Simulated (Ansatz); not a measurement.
# C₂H₄F₂OSi: one species, many methods

How much do the methods differ for C₂H₄F₂OSi? The plan is to run it at one geometry with functionals of several rungs and with coupled cluster. The yardstick is the atomisation energy at the CCSD(T) limit.

Program: Ansatz 0.2.0, Gaussian basis. Level of theory: functionals in def2-TZVPP, the program's frozen cores in correlated methods. These are calculated values, not measurements.

The runs, in order: PBE-D4, r2SCAN-D4, PBE0-D4, B3LYP-D4, ωB97X-V, ωB97M-V, B2PLYP; CCSD(T)/def2-TZVPP; MP2/def2-QZVPP; extrapolation to the limit.

## Step 1: Structure used throughout

All runs share one geometry, relaxed beforehand with PBE0-D4 in a triple-zeta def2 set.

10 atoms, charge 0, spin multiplicity 1.

Atoms are counted from 1 here; the program's logs count them from 0.

Bond lengths: F1–C2 1.367 Å, C2–C3 1.540 Å, C2–O6 1.415 Å, C2–H7 1.093 Å, C3–Si4 1.858 Å, C3–H8 1.089 Å, C3–H9 1.088 Å, Si4–F5 1.588 Å, Si4–O6 1.663 Å, Si4–H10 1.476 Å. Angles: F1–C2–C3 111.3°, F1–C2–O6 109.1°, F1–C2–H7 107.2°, C3–C2–O6 102.3°, C3–C2–H7 116.5°, O6–C2–H7 110.2°, C2–C3–Si4 82.4°, C2–C3–H8 113.5°, C2–C3–H9 112.4°, Si4–C3–H8 116.2°, Si4–C3–H9 119.6°, H8–C3–H9 110.0°, C3–Si4–F5 116.0°, C3–Si4–O6 81.5°, C3–Si4–H10 124.1°, F5–Si4–O6 112.5°, F5–Si4–H10 105.8°, O6–Si4–H10 115.4° and more.

## Step 2: PBE-D4 (GGA)

Contents of in.yaml:

```yaml
crystal:
  periodic: [false, false, false]
  atoms:
    - {symbol: F, position_ang: [1.526532, -1.481103, -0.393587]}
    - {symbol: C, position_ang: [1.005609, -0.404815, 0.267939]}
    - {symbol: C, position_ang: [-0.504723, -0.578247, 0.516748]}
    - {symbol: Si, position_ang: [-0.612616, 0.858262, -0.656433]}
    - {symbol: F, position_ang: [-1.140246, 2.222959, -0.037979]}
    - {symbol: O, position_ang: [1.043255, 0.724666, -0.583679]}
    - {symbol: H, position_ang: [1.629229, -0.234199, 1.148998]}
    - {symbol: H, position_ang: [-0.800985, -0.382105, 1.546456]}
    - {symbol: H, position_ang: [-0.867313, -1.555673, 0.204850]}
    - {symbol: H, position_ang: [-1.195644, 0.779054, -2.010213]}
basis:
  gaussian: {orbitals: def2-TZVPP}
hamiltonian: {xc: pbe, dispersion: d4}
output: {forces: true, orbitals: {seedname: orbitals}}
```

Run with:

```
ansatz run in.yaml --threads 4 --pin off --events-out ev --progress --plain --max-ram 10444MiB
```

The runs that follow: r2SCAN-D4 (meta-GGA); PBE0-D4 (hybrid); B3LYP-D4 (hybrid); ωB97X-V (range-separated); ωB97M-V (range-separated); B2PLYP (double hybrid); CCSD(T) in def2-TZVPP; MP2 in def2-QZVPP.

**Question.** What will the summary of the whole plan be? Wanted: atomisation energy, CCSD(T)/CBS; farthest; mean size of error, hybrid; mean size of error, range-separated; gap, smallest and largest; T1 diagnostic; triples share of the correlation energy.

**Answer**, as computed:

```
                               quantity                                 value
        atomisation energy, CCSD(T)/CBS                        985.7 kcal/mol
functionals within 4.9 kcal/mol (0.5 %)  r2SCAN-D4, PBE0-D4, ωB97X-V, ωB97M-V
                               farthest               PBE-D4 (+22.2 kcal/mol)
             mean size of error, hybrid                          5.1 kcal/mol
    mean size of error, range-separated                          2.5 kcal/mol
              gap, smallest and largest  6.67 eV (PBE-D4), 13.45 eV (ωB97X-V)
                          T1 diagnostic                                0.0123
triples share of the correlation energy                                 3.5 %
```

**Reading.** PBE-D4 is off by +22.2 kcal/mol. Double hybrids carry the basis error of their MP2 part in triple zeta, and no dispersion term here, so their miss is partly the set-up's. Misses under about 4.9 kcal/mol are within the doubt on the reference itself, which lacks core-valence correlation, relativity and higher excitations. Hartree-Fock recovers 72 % of the binding; the rest is correlation. The gap grows from 6.7 to 13.4 eV across the functionals, mostly with the share of exact exchange.
